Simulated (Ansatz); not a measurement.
# ClH₃NOSi, SMILES N[Si](O)Cl: an atomisation energy

Program: the Ansatz DFT code, driven from Python.

The cells in order, each with its output:

```python
from collections import Counter

import ansatz as az
```

```python
BASIS = 'def2-TZVP'
XC = 'r2scan'
```

```python
def energy(molecule, charge=0, unpaired=0):
    calc = molecule.calculation().basis(gaussian=BASIS).functional(XC)
    if charge:
        calc = calc.charge(charge)
    if unpaired:
        calc = calc.spin('collinear', total=unpaired)
    return calc.run(threads=1, pin='off').report['free_energy_ev']
```

```python
GEOMETRY = '''
N    -0.17890    1.25880    0.17020
Si    0.69660    0.08620   -0.57110
O     0.75690   -1.01510    0.64190
Cl   -0.43240   -0.83460   -1.93220
H    -1.20570    1.04010    0.05090
H    -0.03470    1.28660    1.15580
H     0.45950   -1.89000    0.43880
'''
```

```python
geometry = az.Crystal.molecule()
for line in GEOMETRY.strip().splitlines():
    symbol, *xyz = line.split()
    geometry = geometry.atom(symbol, [float(v) for v in xyz])
```

```python
unpaired = {'N': 3, 'Si': 2, 'O': 2, 'Cl': 1, 'H': 1}
counts = Counter(site.symbol for site in geometry.cartesian_sites)
atom_energy = {s: energy(az.Crystal.molecule().atom(s, (0, 0, 0)), 0, unpaired[s]) for s in counts}
whole = energy(geometry, 0, 1)
for s, e in atom_energy.items():
    print(f'{s:2s} x{counts[s]}  {e:14.5f} eV')
print(f'ClH3NOSi: {whole:.5f} eV')
split = sum(counts[s] * e for s, e in atom_energy.items()) - whole
print(f'atomisation energy (no zero-point term): {96.485332 * split:.1f} kJ/mol, {split / sum(counts.values()):.3f} eV an atom')
```

    N  x1     -1485.22506 eV
    Si x1     -7873.37530 eV
    O  x1     -2042.44896 eV
    Cl x1    -12520.41819 eV
    H  x3       -13.60370 eV
    ClH3NOSi: -23986.84411 eV
    atomisation energy (no zero-point term): 2370.2 kJ/mol, 3.509 eV an atom

2370.2 kJ/mol from the electronic energies, without the zero-point term.

Total energies depend on the basis set; only differences at equal settings carry meaning. The geometry is a force-field or estimated start, not a minimum of this method, and the basis set is short of its limit. All parts are taken at fixed geometry, without zero-point energy. The species is open-shell (spin multiplicity 2). Wall time of the script: 16 s on 1 thread of Arm Neoverse V2 (shared host), peak memory 0.31 GiB.

(Lines on the test bed's own set-up are left out of the output.)
